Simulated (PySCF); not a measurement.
# MnN2⁺ at other levels of theory

Starting from one script, swap the method and compare what comes out for MnN2⁺.

Computed with PySCF 2.14.0. Level: each script names its method and basis.

6 further runs of the same task are left out: 6 that didn't finish. Runs told in other sessions of the task aren't counted.

### Step 1. Where the work starts

MnN2⁺: 3 atoms, charge 1, spin multiplicity 1.

Bond lengths: Mn1–N2 1.498 Å, Mn1–N3 1.498 Å. Angles: N2–Mn1–N3 106.6°.

### Step 2. Base script

Input file input.py:

```python
from pyscf import gto, dft

mol = gto.M(
    atom='Mn 0 0 -0.3021; N 1.2011 0 0.5933; N -1.2011 0 0.5933',
    basis='lanl2dz',
    ecp={'Mn': 'lanl2dz'},
    charge=1,
    spin=0,
    verbose=3,
)
mf = dft.RKS(mol, xc='blyp')
mf = mf.density_fit(auxbasis='def2-universal-jkfit')
mf.level_shift = 0.3
mf = mf.newton()
mf.kernel()
mf.dip_moment()
print('orbital energies (hartree):', mf.mo_energy[..., max(0, mol.nelec[1]-3):mol.nelec[0]+3].round(4))
```

Command:

```console
$ OMP_NUM_THREADS=1 python input.py
```

### Step 3. Olyp

Variant 1 changes functional: blyp → olyp.

input.py, as its differences from that of step 2:

```diff
@@ -10,3 +10,3 @@
 )
-mf = dft.RKS(mol, xc='blyp')
+mf = dft.RKS(mol, xc='olyp')
 mf = mf.density_fit(auxbasis='def2-universal-jkfit')
```

### Step 4. Bhandhlyp

Variant 2 changes functional: blyp → bhandhlyp.

input.py, as its differences from that of step 2:

```diff
@@ -10,3 +10,3 @@
 )
-mf = dft.RKS(mol, xc='blyp')
+mf = dft.RKS(mol, xc='bhandhlyp')
 mf = mf.density_fit(auxbasis='def2-universal-jkfit')
```

**Question.** What will these runs give? Wanted: for each run, E(SCF); from base.

**Answer**, as computed:

```
      run  E(SCF) (hartree)  from base (eV)
     base       -212.862384               0
     olyp       -213.033608  not comparable
bhandhlyp       -212.503682  not comparable
```

What this shows: Total energies of different functionals can't be compared with each other; differences within one functional can.
